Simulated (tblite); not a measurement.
# H46Si31: the cost of one run

Programs: tblite 0.8.0 and PySCF 2.14.0, with routines of our own; each step states its level. All values are computed. Atoms count from 0.

## Step 1: The system as given

77 atoms, charge 0, multiplicity 1; geometry from: force field, distance geometry or constructed start.

## Step 2: Geometry optimisation with GFN2-xTB

Job settings and geometry (Å):

```
{"job": {"kind": "relax", "xc": "GFN2-xTB", "basis": "xTB"}, "charge": 0, "multiplicity": 1}
Si    -3.852600     3.035200    -0.352100
Si    -5.789400     4.153100     0.392600
Si    -7.709700     3.034700    -0.349500
Si    -7.715600     0.814300     0.393300
Si    -5.787200    -0.304900    -0.347100
Si    -3.860800     0.809400     0.396900
Si     9.643800    -0.302000    -0.353800
Si     7.718300     0.812600     0.401000
Si     5.788900    -0.305800    -0.350900
Si     5.783400    -2.531600     0.401100
Si     7.712800    -3.645600    -0.352600
Si     9.641200    -2.532800     0.399500
Si     3.854100     3.037700    -0.345500
Si     1.930900     4.149900     0.396800
Si    -0.002200     3.042100    -0.350300
Si    -0.001900     0.810500     0.405800
Si     1.929100    -0.301800    -0.349600
Si     3.856400     0.806500     0.398500
Si    -9.644300    -0.301900    -0.348000
Si    -9.640900    -2.529900     0.402200
Si    -7.717200    -3.640600    -0.349000
Si    -5.787100    -2.529300     0.399300
Si     7.718300     3.041600    -0.343900
Si     5.782000     4.146200     0.398000
Si    -1.928200     4.153100     0.400400
Si    -1.934800    -0.304600    -0.348000
Si    -1.928000    -2.528500     0.398800
Si    -0.000600    -3.643800    -0.349300
Si     1.929300    -2.530400     0.397500
Si     3.858600    -3.644000    -0.347100
Si    -3.853900    -3.643800    -0.351600
H     -3.859400     3.038300    -1.790300
H     -5.787200     4.150600     1.837600
H     -5.784100     5.507900    -0.073800
H     -7.713700     3.038800    -1.793800
H     -8.891100     3.718500     0.123600
H     -7.715700     0.810000     1.835400
H     -5.785300    -0.301200    -1.793100
H     -3.856400     0.806000     1.839400
H      9.638900    -0.300300    -1.789300
H     10.820200     0.373400     0.130300
H      7.720800     0.804300     1.843200
H      5.791100    -0.302700    -1.794100
H      5.788800    -2.531300     1.837700
H      7.711200    -3.642700    -1.788100
H      7.713000    -5.001500     0.123100
H      9.646100    -2.530700     1.838900
H     10.820000    -3.207600    -0.075200
H      3.859100     3.037400    -1.790300
H      1.930600     4.151200     1.841500
H      1.927800     5.501900    -0.074400
H      0.006600     3.038300    -1.790800
H     -0.000400     0.809500     1.839600
H      1.925300    -0.305300    -1.793500
H      3.858200     0.809000     1.841000
H     -9.644200    -0.300700    -1.789900
H    -10.813700     0.370000     0.124600
H     -9.641000    -2.523200     1.838800
H    -10.820200    -3.210900    -0.073500
H     -7.715800    -3.642400    -1.791500
H     -7.718700    -5.002200     0.128000
H     -5.782300    -2.531100     1.837600
H      7.716600     3.037700    -1.789700
H      8.891400     3.719800     0.127600
H      5.791900     4.153800     1.841500
H      5.781300     5.511000    -0.076200
H     -1.926300     4.153600     1.838300
H     -1.926200     5.507500    -0.071600
H     -1.932700    -0.309000    -1.795500
H     -1.931400    -2.534200     1.845400
H     -0.001000    -3.648400    -1.787200
H     -0.001800    -5.006800     0.129100
H      1.930600    -2.532100     1.843700
H      3.857900    -3.639500    -1.789000
H      3.862200    -5.002800     0.122800
H     -3.850200    -3.646000    -1.791100
H     -3.859600    -5.003700     0.127200
```

On the command line:

```
OMP_NUM_THREADS=4 python large_run.py task.json out
```

One launch serves the whole session: the jobs run in the order shown.

**Question.** How long does this first job take on 4 threads of Arm Neoverse N1, shared host, and how much memory does it need?

About 28 s, with a peak of 0.14 GiB.
